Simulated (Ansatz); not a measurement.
# GePH3 (triplet): the correlation ladder, cc-pVTZ

Aim: climb from Hartree-Fock through coupled cluster and multireference methods for GePH3 (triplet) at one geometry and basis, and see what each rung misses.

Method: cc-pVTZ, core rule «outside noble gas», up to 19 orbitals frozen; program: Ansatz 0.2.0, Gaussian basis.

To be run: UHF; CCSD(T) on ROHF; CCSD(T) on UHF; BCCD(T) on ROHF; CCSDT(Q) on ROHF; CCSDT(Q) on UHF; CASSCF and NEVPT2, 12 electrons in 11 orbitals.

## Step 1: The system

The geometry is a PBE0/def2-TZVP stationary point (not a proven minimum) of the parent state, kept for this charge and spin. No spin-orbit coupling is included. The filled d shell of Ge may be among the frozen orbitals whatever the setting's name suggests; the logs give the count.

5 atoms, charge 0, spin multiplicity 3.

Atoms are counted from 1 here; the program's logs count them from 0.

Bond lengths: Ge1–P2 2.302 Å, Ge1–H3 1.594 Å, P2–H4 1.413 Å, P2–H5 1.413 Å. Angles: P2–Ge1–H3 89.1°, Ge1–P2–H4 105.5°, Ge1–P2–H5 103.2°, H4–P2–H5 98.9°.

As a file:

```xyz
5
GeH3P
Ge   -0.0223   -0.0320    0.7184
P     0.0985    0.0269   -1.5802
H     0.0318    1.5606    0.7372
H    -0.8133    1.0286   -1.9817
H    -0.6412   -1.1122   -1.9714
```

In the tables R marks a restricted open-shell determinant and U an unrestricted one; 'valence' is the active space of 12 electrons in 11 orbitals; correlation energies count from the lowest restricted Hartree-Fock solution.

## Step 2: UHF

Contents of in.yaml:

```yaml
crystal:
  periodic: [false, false, false]
  atoms:
    - {symbol: Ge, position_ang: [-0.022273, -0.031961, 0.718401]}
    - {symbol: P, position_ang: [0.098532, 0.026889, -1.580154]}
    - {symbol: H, position_ang: [0.031756, 1.560624, 0.737249]}
    - {symbol: H, position_ang: [-0.813254, 1.028626, -1.981686]}
    - {symbol: H, position_ang: [-0.641236, -1.112189, -1.971370]}
basis:
  gaussian: {orbitals: cc-pVTZ}
magnetization: {spin_polarized: true, initial_magnetization: 2}
hamiltonian: {xc: hf}
output: {orbitals: {seedname: orbitals}}
```

Launch:

```
$ ansatz run in.yaml --threads 1 --pin off --events-out ev --progress --plain --max-ram 4096MiB --backend cpu
```

After this run come: CCSD(T) on ROHF; CCSD(T) on UHF; BCCD(T) on ROHF; CCSDT(Q) on ROHF; CCSDT(Q) on UHF; CASSCF and NEVPT2, 12 electrons in 11 orbitals.

Q: Predict the results of all the runs planned. Wanted: correlation energy, UCCSDT(Q); RMP2 from UCCSDT(Q); UMP2 from UCCSDT(Q); RCCSD from UCCSDT(Q); RCCSD(T) from UCCSDT(Q); UCCSD(T) from UCCSDT(Q); RCCSDT(Q) from UCCSDT(Q); NEVPT2 valence from UCCSDT(Q); T1 diagnostic.

As calculated:

```
                                      quantity                      value
                 correlation energy, UCCSDT(Q)                 -7.9915 eV
                           RMP2 from UCCSDT(Q)            +33.85 kcal/mol
                           UMP2 from UCCSDT(Q)            +33.35 kcal/mol
                          RCCSD from UCCSDT(Q)             +9.32 kcal/mol
                       RCCSD(T) from UCCSDT(Q)             +1.70 kcal/mol
                       UCCSD(T) from UCCSDT(Q)             +1.42 kcal/mol
                      RCCSDT(Q) from UCCSDT(Q)             +0.27 kcal/mol
                 NEVPT2 valence from UCCSDT(Q)            +34.55 kcal/mol
levels of the table within 1 kcal/mol (43 meV)  RCCSDT, UCCSDT, RCCSDT(Q)
                                 T1 diagnostic                      0.037
                effectively unpaired electrons                       2.03
```

**Reading.** RCCSD(T) lands +1.70 kcal/mol from the yardstick (0.9 % of the correlation energy). One determinant dominates. These misses are within one basis, not against nature; the frozen cores of restricted and unrestricted runs differ, which can shift their rows.
